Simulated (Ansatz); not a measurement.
# TePd: the cost of one run

Computed with Ansatz 0.2.0 (DFT PBEsol, scalar-relativistic, plane waves, PAW, unless a step's input says otherwise).

1 further run of the same task is left out (set aside as unsound or not needed).

## Step 1: The structure to begin with

The structure is hexagonal, space group P6_3/mmc (No. 194). Conventional cell: a = 4.157 Å, b = 4.157 Å, c = 5.618 Å, α = 90.00°, β = 90.00°, γ = 120.00°. Te (site symmetry -6m2) is surrounded by 6 Pd at 2.78 Å. Around Pd (site symmetry -3m) lie 6 Te at 2.78 Å and 2 Pd at 2.81 Å.

As a file:

```cif
data_structure
_symmetry_space_group_name_H-M 'P 1'
_symmetry_Int_Tables_number 1
_cell_length_a 4.1570
_cell_length_b 4.1570
_cell_length_c 5.6180
_cell_angle_alpha 90.000
_cell_angle_beta 90.000
_cell_angle_gamma 120.000
_cell_volume 84.07
loop_
_atom_site_label
_atom_site_type_symbol
_atom_site_fract_x
_atom_site_fract_y
_atom_site_fract_z
_atom_site_occupancy
Te1 Te 0.33333 0.66667 0.25000 1
Te2 Te 0.66667 0.33333 0.75000 1
Pd1 Pd 0.00000 0.00000 0.00000 1
Pd2 Pd 0.00000 0.00000 0.50000 1
```

It is the result of an earlier relaxation at this level (volume 21.02 Å³/atom; gap on the mesh: none (metal)).

## Step 2: Bands, states and charges

input.yaml

```yaml
crystal:
  lattice:
    - [4.1569631837, 0.0, 0.0]
    - [-2.0784815919, 3.6000357197, 0.0]
    - [0.0, 0.0, 5.617953865]
  atoms:
    - { symbol: Te, position: [0.3333333333, 0.6666666667, 0.25] }
    - { symbol: Te, position: [0.6666666667, 0.3333333333, 0.75] }
    - { symbol: Pd, position: [0.0, 0.0, 0.0] }
    - { symbol: Pd, position: [0.0, 0.0, 0.5] }
basis:
  ecutwfc: 420
kpoints:
  mp_grid: { grid: [12, 12, 8] }
  band_path:
    path:
      - [[0.0, 0.0, 0.0], [0.5, 0.0, 0.0], [0.33333333, 0.33333333, 0.0], [0.0, 0.0, 0.0], [0.0, 0.0, 0.5], [0.5, 0.0, 0.5], [0.33333333, 0.33333333, 0.5], [0.0, 0.0, 0.5]]
      - [[0.5, 0.0, 0.5], [0.5, 0.0, 0.0]]
      - [[0.33333333, 0.33333333, 0.5], [0.33333333, 0.33333333, 0.0]]
    npoints: 14
hamiltonian:
  xc: pbesol
scf:
  occupations: { method: gaussian, width: 0.1 }
  n_extra_bands: 10
output:
  forces: true
  stress: true
  eigenvalues: true
  populations: true
  dos: { projected: true, de: 0.02, nscf_kmesh: { grid: [18, 18, 12] } }
  bader: true
  write_density: true
  write_potential: true
  elf: true
  volumetric_format: npy
```

The run is started by

```sh
ansatz run input.yaml --threads 1 --pin off --max-ram 2560MiB --backend cpu --events-out ev --progress --plain --runs-dir out
```

What time and memory should one allow on 1 thread of Arm Neoverse V2, shared host?

About 78 s, with a peak of 0.74 GiB.
